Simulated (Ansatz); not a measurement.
ClFGe, SMILES [F][Ge][Cl], an active-space calculation

Program: Ansatz's Python interface.

The cells in order, each with its output:

**Cell 1**
```python
from dataclasses import dataclass

import ansatz as az
```

**Cell 2**
```python
@dataclass(frozen=True)
class RunConfig:
    basis_set: str = "def2-SVP"
```

**Cell 3**
```python
opts = RunConfig()
```

**Cell 4**
```python
system = (
    az.Crystal.molecule()
    .atom("F", (0.0584, 1.5053, 0.1869))
    .atom("Ge", (-0.6815, 0.0251, -0.3673))
    .atom("Cl", (0.6122, -1.5952, 0.1672))
)
```

**Cell 5**
```python
calculation = (
    system.calculation()
    .basis(gaussian=opts.basis_set)
    .scf(lower_state_search="off")
    .correlation(active_electrons=4, active_orbitals=4)
)
for method in [None, "sc_nevpt2"]:
    report = (calculation if method is None else calculation.correlation(method)).run().report
    space = report["configurations"]
    state = space["states"][0]
    print(method or "casscf", f"total {report['free_energy_ev'] / 27.211386246:.6f} Ha, active-space state {state['energy']['hartree']:.6f} Ha, mean field {report['reference_energy_ev'] / 27.211386246:.6f} Ha")
    print("  determinants", state["n_determinants"], " natural occupations", [round(n, 3) for n in space["natural_occupations"]])
```
Output:
```text
casscf total -2633.923752 Ha, active-space state -2633.923752 Ha, mean field -2633.887865 Ha
  determinants 36  natural occupations [1.985, 1.938, 0.061, 0.016]
sc_nevpt2 total -2634.410175 Ha, active-space state -2633.914435 Ha, mean field -2633.887865 Ha
  determinants 18  natural occupations [1.99, 1.936, 0.06, 0.014]
```

What to keep in mind:
- The settings weren't tested for convergence.
- The geometry is a force-field or estimated start, not a minimum of this method, and the basis set is short of its limit. The active space starts as a window about the frontier orbitals and is then optimised, not chosen by chemistry.
- Finished in 6.8 s on 1 thread of Arm Neoverse V1, with other jobs on the host, peak memory 0.21 GiB.
